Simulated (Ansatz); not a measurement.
# CH6O2Si: small, medium and large basis sets

How large a basis does CH6O2Si need? Two functionals are run in growing sets.

Program: Ansatz 0.2.0, Gaussian basis. Level of theory: one geometry, several basis sets. These are calculated values, not measurements.

The runs, in order: PBE0-D4/def2-SVP; ωB97M-V/def2-SVP; PBE0-D4/def2-QZVPP; ωB97M-V/def2-QZVPP; the functionals' def2-TZVPP values are taken from earlier runs.

## Step 1: The geometry

All runs share one geometry, relaxed beforehand with PBE0-D4 in a triple-zeta def2 set.

10 atoms, charge 0, spin multiplicity 1.

Atoms are counted from 1 here; the program's logs count them from 0.

Bond lengths: O1–C2 1.381 Å, O1–H5 0.962 Å, C2–O3 1.405 Å, C2–H6 1.101 Å, C2–H7 1.095 Å, O3–Si4 1.645 Å, Si4–H8 1.480 Å, Si4–H9 1.489 Å, Si4–H10 1.490 Å. Angles: C2–O1–H5 108.3°, O1–C2–O3 110.1°, O1–C2–H6 111.6°, O1–C2–H7 106.1°, O3–C2–H6 108.9°, O3–C2–H7 110.7°, H6–C2–H7 109.4°, C2–O3–Si4 124.2°, O3–Si4–H8 106.4°, O3–Si4–H9 110.7°, O3–Si4–H10 110.9°, H8–Si4–H9 110.6°, H8–Si4–H10 110.2°, H9–Si4–H10 108.1°.

## Step 2: PBE0-D4 in def2-SVP

Input file in.yaml:

```yaml
crystal:
  periodic: [false, false, false]
  atoms:
    - {symbol: O, position_ang: [0.863681, 1.105979, -1.833044]}
    - {symbol: C, position_ang: [0.545707, 0.829062, -0.517888]}
    - {symbol: O, position_ang: [-0.132726, -0.398728, -0.432623]}
    - {symbol: Si, position_ang: [-0.562717, -1.122374, 0.981169]}
    - {symbol: H, position_ang: [0.045416, 1.170088, -2.334717]}
    - {symbol: H, position_ang: [-0.085889, 1.616942, -0.078214]}
    - {symbol: H, position_ang: [1.497732, 0.783024, 0.022068]}
    - {symbol: H, position_ang: [-1.233774, -2.388962, 0.613607]}
    - {symbol: H, position_ang: [0.636277, -1.390490, 1.822174]}
    - {symbol: H, position_ang: [-1.490708, -0.255639, 1.760470]}
basis:
  gaussian: {orbitals: def2-SVP}
hamiltonian: {xc: pbe0, dispersion: d4}
output: {orbitals: {seedname: orbitals}}
```

On the command line:

```bash
$ ansatz run in.yaml --threads 2 --pin off --events-out ev --progress --plain --max-ram 4352MiB
```

Further steps of the session: ωB97M-V in def2-SVP; PBE0-D4 in def2-QZVPP; ωB97M-V in def2-QZVPP.

Before running them: what should the planned runs give, taken together? Wanted: PBE0-D4: double and triple zeta above quadruple; ωB97M-V: double and triple zeta above quadruple.

The runs gave:

```
                                       quantity          value
PBE0-D4: double and triple zeta above quadruple  9.75, 0.58 eV
ωB97M-V: double and triple zeta above quadruple  9.93, 0.55 eV
```

In words: PBE0-D4 gains 9.17 eV from double to triple zeta, then 0.58 eV more. Total energies overstate the basis error of differences, where much of it tends to cancel. The LUMO of ωB97M-V is positive and keeps falling with the basis (2.67 to 1.42 eV): an unbound level that the basis holds in place.
